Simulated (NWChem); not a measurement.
**CH2BrCl (bromochloromethane): levels of theory compared**

We compute a comparison of 3 runs (HF/pcseg-2, B3LYP/6-31G*, MP2/aug-cc-pVDZ) of CH2BrCl (bromochloromethane). 

Program for the calculation: NWChem 7.3.0.

### 1 The structure to begin with

The species is CH2BrCl (5 atoms), meant as a singlet with charge 0. As SMILES, `ClCBr`. The shape is that of a PBE0-D4/def2-TZVP optimisation.

Bond lengths: Cl1–C2 1.755 Å, C2–Br3 1.930 Å, C2–H4 1.085 Å, C2–H5 1.085 Å. Angles: Cl1–C2–Br3 113.3°, Cl1–C2–H4 108.8°, Cl1–C2–H5 108.8°, Br3–C2–H4 107.1°, Br3–C2–H5 107.1°, H4–C2–H5 111.8°.

### 2 Energy and gradient at HF/pcseg-2 (run 1)

File m1.nw:

```
START m1
TITLE "CH2BrCl"
memory total 2200 mb
GEOMETRY units angstroms noautosym nocenter noautoz
Cl   -1.615160    0.158590    0.518920
C     0.000480    0.049280   -0.158560
Br    1.312450   -0.602100    1.097990
H     0.318120    1.039590   -0.466820
H    -0.015900   -0.645360   -0.991530
END
BASIS spherical bse
Cl library pcseg-2
C library pcseg-2
Br library pcseg-2
H library pcseg-2
END
SCF
thresh 1e-08
maxiter 80
print medium
END
TASK scf gradient
```

Launch:

```
nwchem m1.nw > m1.out
```

The log of the run:

```text
[...]
  functions       =   135
[...]
  wavefunction    = RHF
[...]
         Total SCF energy =  -3070.984877303755
      One-electron energy =  -4708.885831009220
      Two-electron energy =   1418.544500806917
 Nuclear repulsion energy =    219.356452898547
        Time for solution =    214.5s
[...]
                         RHF ENERGY GRADIENTS
    atom               coordinates                        gradient
                 x          y          z           x          y          z
   1 Cl     -3.052210   0.299692   0.980617    0.002411  -0.000121  -0.001144
   2 C       0.000907   0.093126  -0.299635   -0.004797  -0.002575   0.011318
   3 Br      2.480171  -1.137804   2.074900   -0.000642   0.000454  -0.001048
   4 H       0.601160   1.964540  -0.882162    0.003062   0.008933  -0.002130
   5 H      -0.030047  -1.219554  -1.873720   -0.000035  -0.006691  -0.006996
[...]
```

Run time: 4.6 min. Hardware: 1 thread of Intel Xeon Platinum 8259CL at 2.50GHz (Skylake/Cascade Lake), shared host; peak memory 0.13 GiB.

### 3 Energy and gradient at B3LYP/6-31G(d) (Cartesian functions) (run 2)

File ch2brcl.nw:

```
start ch2brcl
title "CH2BrCl"
memory total 2200 mb

geometry units angstroms noautosym nocenter noautoz
 Cl      -1.615160       0.158590       0.518920
 C        0.000480       0.049280      -0.158560
 Br       1.312450      -0.602100       1.097990
 H        0.318120       1.039590      -0.466820
 H       -0.015900      -0.645360      -0.991530
end

basis
 Cl library 6-31G*
 C library 6-31G*
 Br library 6-31G*
 H library 6-31G*
end

dft
 xc b3lyp
 grid xfine
 convergence energy 1e-08
 iterations 100
 mulliken
 print medium
end

task dft gradient
```

Launch:

```
nwchem ch2brcl.nw > ch2brcl.out
```

The log of the run:

```text
[...]
          Wavefunction type:  closed shell.
          No. of atoms     :     5
          No. of electrons :    60
[...]
          Charge           :     0
          Spin multiplicity:     1
[...]
          AO basis - number of functions:    73
[...]
              XC Information
              --------------
                         B3LYP Method XC Potential
                     Hartree-Fock (Exact) Exchange  0.200
                        Slater Exchange Functional  0.800 local
                    Becke 1988 Exchange Functional  0.720 non-local
              Lee-Yang-Parr Correlation Functional  0.810
                  VWN I RPA Correlation Functional  0.190 local
[...]
 d= 0,ls=0.0,diis     1  -3073.2988117142 -3.29D+03  1.80D-02  1.90D+00     4.1
[...]
 d= 0,ls=0.0,diis     8  -3073.3814574649  8.72D-10  3.73D-06  9.24D-08    22.4
         Total DFT energy =    -3073.381457464893
      One electron energy =    -4706.261472044234
           Coulomb energy =     1539.240806484424
    Exchange-Corr. energy =     -125.717244803630
 Nuclear repulsion energy =      219.356452898547
[...]
      Total Density - Mulliken Population Analysis
     ---------------------------------------------
    Atom       Charge   Shell Charges
 -----------   ------   -------------------------------------------------------
    1 Cl  17    17.01   2.00  1.99  5.97  1.47  3.60  0.53  1.46 -0.01
    2 C    6     6.43   1.99  0.70  2.00  0.70  0.99  0.05
    3 Br  35    35.04   2.00  1.99  6.00  1.93  5.99  1.63  3.78  0.36  1.27  7.02  2.95  0.13
    4 H    1     0.76   0.52  0.24
    5 H    1     0.76   0.52  0.24
[...]
  wavefunction    = closed shell
                         DFT ENERGY GRADIENTS
    atom               coordinates                        gradient
                 x          y          z           x          y          z
   1 Cl     -3.052210   0.299692   0.980617    0.013227  -0.001299  -0.004247
   2 C       0.000907   0.093126  -0.299635   -0.002714  -0.002025   0.008229
   3 Br      2.480171  -1.137804   2.074900   -0.009595   0.004271  -0.007607
   4 H       0.601160   1.964540  -0.882162   -0.000599  -0.001179   0.001593
   5 H      -0.030047  -1.219554  -1.873720   -0.000319   0.000233   0.002032
[...]
```

Run time: 35 s. Hardware: 1 thread of Intel Xeon Platinum 8259CL at 2.50GHz (Skylake/Cascade Lake), shared host; peak memory 0.13 GiB.

### 4 Energy and gradient at MP2/aug-cc-pVDZ (run 3)

File work.nw:

```
start work
title "CH2BrCl gradient"
memory total 2200 mb

geometry units angstroms noautosym nocenter noautoz
 Cl    -1.615160     0.158590     0.518920
 C      0.000480     0.049280    -0.158560
 Br     1.312450    -0.602100     1.097990
 H      0.318120     1.039590    -0.466820
 H     -0.015900    -0.645360    -0.991530
end

basis spherical bse
 * library aug-cc-pVDZ
end

scf
 thresh 1e-08
 maxiter 80
 noprint "final vectors analysis"
end

mp2
 freeze core 15
 tight
end

task mp2 gradient
```

Launch:

```
nwchem work.nw > work.out
```

The log of the run:

```text
[...]
  functions       =   104
[...]
  wavefunction    = RHF
[...]
         Total SCF energy =  -3070.921275930678
      One-electron energy =  -4706.589269144955
      Two-electron energy =   1416.311540315730
 Nuclear repulsion energy =    219.356452898547
        Time for solution =    376.5s
[...]
          Total MP2 energy         -3071.360116345887
[...]
                         mp2 ENERGY GRADIENTS
    atom               coordinates                        gradient
                 x          y          z           x          y          z
   1 Cl     -3.052210   0.299692   0.980617    0.010129  -0.000569  -0.004621
   2 C       0.000907   0.093126  -0.299635   -0.005570   0.000927   0.000565
   3 Br      2.480171  -1.137804   2.074900   -0.002929   0.001644  -0.003414
   4 H       0.601160   1.964540  -0.882162   -0.001919  -0.006570   0.002001
   5 H      -0.030047  -1.219554  -1.873720    0.000289   0.004567   0.005469
[...]
```

It took 17 min on 1 thread of Intel Xeon Platinum 8259CL at 2.50GHz (Skylake/Cascade Lake), shared host; peak memory 0.41 GiB.

### 5 The series

```csv
run,level,Cartesian functions,iteration cap,energy (Eh),dipole moment (D),HOMO energy (eV),LUMO energy (eV),wall time
1,HF/pcseg-2,no,80,-3070.984877,1.82,-11.39,2.32,4.6 min
2,B3LYP/6-31G* (Cartesian functions),yes,100,-3073.381457,1.73,-7.98,-0.80,35 s
3,MP2/aug-cc-pVDZ,no,80,-3071.360116,1.57,–,–,17 min
```

### 6 Outcome

```
                                                      quantity           value
                                           run 3: total energy  -3071.36012 Eh
run 3: dipole moment (of the density that the program reports)          1.57 D
           run 3: correlation energy (15 core orbitals frozen)      -438.8 mEh
                               run 3: largest force on an atom      0.573 eV/Å
```

In words: The dipole moment (its size) runs from 1.57 D (MP2/aug-cc-pVDZ) to 1.82 D (HF/pcseg-2). The two ends differ in method and basis. All runs together took 22 min, the longest 17 min.
